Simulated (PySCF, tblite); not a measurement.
# C7H11FS2: geometry, infrared bands and NMR shifts

Aim: predict the infrared bands and NMR shifts of C7H11FS2 (`C=CC[C@]1(F)CCSCS1`).

The runs use tblite 0.8.0 and PySCF 2.14.0, with density-fitted response routines of our own; the level of theory stands in each step. All values are computed, except where a source is named. Atoms are numbered from 0 throughout.

## 1. The starting structure

21 atoms, charge 0, multiplicity 1; geometry from: force field or distance geometry start.

Bonds of the start (Å): C0–C1 1.35, C1–C2 1.49, C2–C3 1.55, C3–F4 1.38, C3–C5 1.54, C5–C6 1.52, C6–S7 1.80, S7–C8 1.80, C8–S9 1.79, S9–C3 1.82, C0–H10 1.08, C0–H11 1.08, C1–H12 1.11, C2–H13 1.10, C2–H14 1.10, C5–H15 1.10, C5–H16 1.09, C6–H17 1.10, C6–H18 1.09, C8–H19 1.10, C8–H20 1.10.

## 2. Geometry optimisation with GFN2-xTB

What the job is given:

```
{"job": {"kind": "relax", "xc": "GFN2-xTB", "basis": "xTB"}, "charge": 0, "multiplicity": 1}
C      3.388100    -0.272900     0.099300
C      2.313500     0.306400     0.673600
C      1.273100     1.088100    -0.051100
C     -0.169800     0.545800     0.106400
F     -0.466500     0.535100     1.456200
C     -0.318300    -0.894300    -0.414600
C     -1.666400    -1.527300    -0.122700
S     -3.039300    -0.702500    -0.954600
C     -2.861400     0.926000    -0.219000
S     -1.319700     1.696000    -0.709000
H      3.550100    -0.204800    -0.971300
H      4.105000    -0.820500     0.692300
H      2.189800     0.217900     1.772300
H      1.314600     2.111300     0.346600
H      1.518100     1.160900    -1.118200
H      0.429300    -1.530500     0.091100
H     -0.091300    -0.933600    -1.483400
H     -1.866500    -1.555700     0.958200
H     -1.654100    -2.568700    -0.451900
H     -2.946500     0.878100     0.875600
H     -3.690500     1.562200    -0.576200
```

Command:

```
OMP_NUM_THREADS=1 python probes_run.py task.json out
```

The driver reads the jobs from task.json and runs them one after another.

**Question.** This job is followed by: GFN2-xTB harmonic vibrations, gas phase; GIAO PBE0/pcSseg-1 NMR shielding, non-relativistic, gas phase. Predict these results of the whole session: strongest single infrared mode (GFN2-xTB); zero-point energy (GFN2-xTB); 13C shifts against TMS (PBE0/pcSseg-1); 1H shifts against TMS (PBE0/pcSseg-1); 19F shifts against CFCl3 (PBE0/pcSseg-1); 33S shifts against CS2 (PBE0/pcSseg-1).

**Answer**, as computed:

| quantity | value |
| --- | --- |
| strongest single infrared mode (GFN2-xTB) | 3131 cm⁻¹, 42 km/mol |
| zero-point energy (GFN2-xTB) | 102.5 kcal/mol |
| 13C shifts against TMS (PBE0/pcSseg-1) | 141.0, 127.0, 106.2, 50.2, 41.7, 39.9, 32.9 ppm |
| 1H shifts against TMS (PBE0/pcSseg-1) | 6.24, 5.58, 5.47, 4.83, 3.42, 3.39, 3.00, 2.62, 2.53, 2.20, 1.67 ppm |
| 19F shifts against CFCl3 (PBE0/pcSseg-1) | -177.3 ppm |
| 33S shifts against CS2 (PBE0/pcSseg-1) | 131, 29 ppm |

**Reading.** The optimisation took 61 steps and gained 0.141 eV; among the close pairs (by a distance rule), C0–C1 changed most, from 1.349 to 1.319 Å. All 57 modes are real, so the xTB geometry is a minimum. The strongest single mode, at 3131 cm⁻¹, moves mainly H11. Unscaled tight-binding wavenumbers are off by several per cent, some by more. Its intensities can rank the bands wrongly. The most deshielded carbon is C1 (alkene CH), at 141.0 ppm: as expected for a trigonal carbon in a double bond. The most deshielded hydrogen is H12 (hydrogen on an alkene CH), at 6.24 ppm: a vinylic proton, deshielded by the sp2 carbon and the C=C anisotropy. At PBE0/pcSseg-1: Shielding is most anisotropic at S9 (span 337 ppm, paramagnetic term -684 ppm).
